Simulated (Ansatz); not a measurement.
I need a band structure of CdAg, space group Pm-3m. Use the Python package of Ansatz (0.2.0). Level of theory: LDA, norm-conserving potentials, the default cutoff (1388 eV here), 4×4×4 k-points, Fermi-Dirac smearing of 0.01 eV.

```yaml
crystal:
  lattice:
    - [3.33000, 0.00000, 0.00000]
    - [0.00000, 3.33000, 0.00000]
    - [0.00000, 0.00000, 3.33000]
  atoms:
    - { symbol: Cd, position: [0.50000, 0.50000, 0.50000] }
    - { symbol: Ag, position: [0.00000, 0.00000, 0.00000] }
```

Script `bands_cdag.py`:
```python
'''Band structure of CdAg.'''

from dataclasses import dataclass
import warnings

import ansatz as az
import numpy as np
from pymatgen.core import Structure


@dataclass(frozen=True)
class Settings:
    functional: str = 'lda'
    mesh: tuple[int, ...] = (4, 4, 4)
    occupations: str = 'fermi_dirac'
    width_ev: float = 0.01
    max_iterations: int = 80
    n_empty: int = 2


cfg = Settings()

warnings.simplefilter('ignore', az.DeckWarning)

structure = (
    az.Lattice.of([3.33, 0.0, 0.0], [0.0, 3.33, 0.0], [0.0, 0.0, 3.33])
    .atom('Cd', [0.5, 0.5, 0.5])
    .atom('Ag', [0.0, 0.0, 0.0])
)

# vertices of the path, as fractions of the reciprocal vectors
path = [
    ('G', (0.0, 0.0, 0.0)),
    ('X', (0.0, 0.5, 0.0)),
    ('M', (0.5, 0.5, 0.0)),
    ('G', (0.0, 0.0, 0.0)),
    ('R', (0.5, 0.5, 0.5)),
    ('X', (0.0, 0.5, 0.0)),
]
calc = (
    structure.calculation()
    .functional(cfg.functional)
    .pseudopotentials('nc')
    .accuracy('low')
    .kpoints(*cfg.mesh, center='monkhorst-pack')
    .occupations(cfg.occupations, width=cfg.width_ev)
    .scf(max_iterations=cfg.max_iterations, extra_bands=cfg.n_empty)
    .band_structure([point for _, point in path], intervals=6)  # levels along the path at the converged density
    .scf(extra_bands=6)
    .density_of_states(method='smearing', broadening_width=0.15, nscf_kmesh_spacing=0.16)  # states per eV and cell
    .band_table()
)
session = calc.session()
planned = session.plan(threads=1)
result = planned.execute()
summary = result.report

for key in ('converged', 'n_iterations', 'n_electrons', 'n_kpoints', 'n_pw', 'n_symmetry_ops', 'free_energy_ev', 'fermi_energy_ev'):
    print(f'{key:18s} {summary[key]}')

final = Structure(result.lattice.cell_ang, [s.symbol for s in result.lattice.sites], [s.position_frac for s in result.lattice.sites])
print(final.to(fmt='poscar'))

dos = result.density_of_states()
energy = np.asarray(dos.energies_ev) - dos.fermi_ev
top = min(levels[-1] for levels in summary['eigenvalues_ev']) - dos.fermi_ev  # the computed bands end here
total = np.asarray(dos.spin_summed_g_bin_mean_per_ev)
print('E - E_F (eV)   states/eV')
for e in np.arange(-6, min(4, top), 0.5):
    print(f'{e:8.1f} {np.interp(e, energy, total):12.3f}')

bands = result.band_structure()
fermi = bands.fermi_energy_ev
print(f'zero of the bands: {fermi:.3f} eV, the Fermi level found on the SCF mesh')
for spin, channel in enumerate(bands.channels):
    print('channel', spin, '- computed levels within 6 eV of the Fermi level')
    for i, (label, _) in enumerate(path):
        levels = channel.eigenvalues_ev[i * 6] - fermi
        print(f'  {label:3s}', ' '.join(f'{e:7.3f}' for e in levels if abs(e) < 6))
```

```console
$ python bands_cdag.py
converged          True
n_iterations       8
n_electrons        39.0
n_kpoints          4
n_pw               4385
n_symmetry_ops     48
free_energy_ev     -8987.121461007717
fermi_energy_ev    16.52488965370937
Cd1 Ag1
1.0
   3.3300000000000001    0.0000000000000000    0.0000000000000000
   0.0000000000000000    3.3300000000000001    0.0000000000000000
   0.0000000000000000    0.0000000000000000    3.3300000000000001
Cd Ag
1 1
direct
   0.5000000000000000    0.5000000000000000    0.5000000000000000 Cd
   0.0000000000000000    0.0000000000000000    0.0000000000000000 Ag

E - E_F (eV)   states/eV
    -6.0        1.765
    -5.5        1.186
    -5.0        7.777
    -4.5        6.875
    -4.0        2.136
    -3.5        0.484
    -3.0        0.245
    -2.5        0.515
    -2.0        0.708
    -1.5        0.620
    -1.0        0.617
    -0.5        0.242
     0.0        0.552
     0.5        0.351
     1.0        0.381
     1.5        0.436
     2.0        0.783
     2.5        0.897
     3.0        0.943
     3.5        0.556
zero of the bands: 16.525 eV, the Fermi level found on the SCF mesh
channel 0 - computed levels within 6 eV of the Fermi level
  G    -5.119  -5.119  -4.232  -4.232  -4.232   4.966   4.966   4.966
  X    -5.979  -5.371  -4.912  -4.912  -4.718  -4.412  -2.835
  M    -5.917  -4.841  -4.325  -4.325  -3.980  -1.436  -1.436   1.381   1.838
  G    -5.119  -5.119  -4.232  -4.232  -4.232   4.966   4.966   4.966
  R    -5.722  -5.722  -5.722  -3.955  -3.955   2.251   4.199   4.199   4.199   4.219   4.336   4.336   4.336
  X    -5.979  -5.371  -4.912  -4.912  -4.718  -4.412  -2.835
```

What to keep in mind:
- The settings weren't tested for convergence.
- For a metal this mesh is far too coarse, so the numbers only illustrate the procedure.
- Only differences from the Fermi energy are physical; the zero of the scale is a convention.
- The starting cell is as deposited in a crystallographic database; the results hold for this polymorph, which needn't be the stable one.
- Levels are Kohn-Sham eigenvalues on this mesh, without spin-orbit coupling.
- The density of states is complete only as far up as bands were computed.
- Run time: 27 s on 1 thread of Arm Neoverse V1, on a shared host, peak memory 0.51 GiB.

(Lines on the test bed's own set-up are left out of the output.)
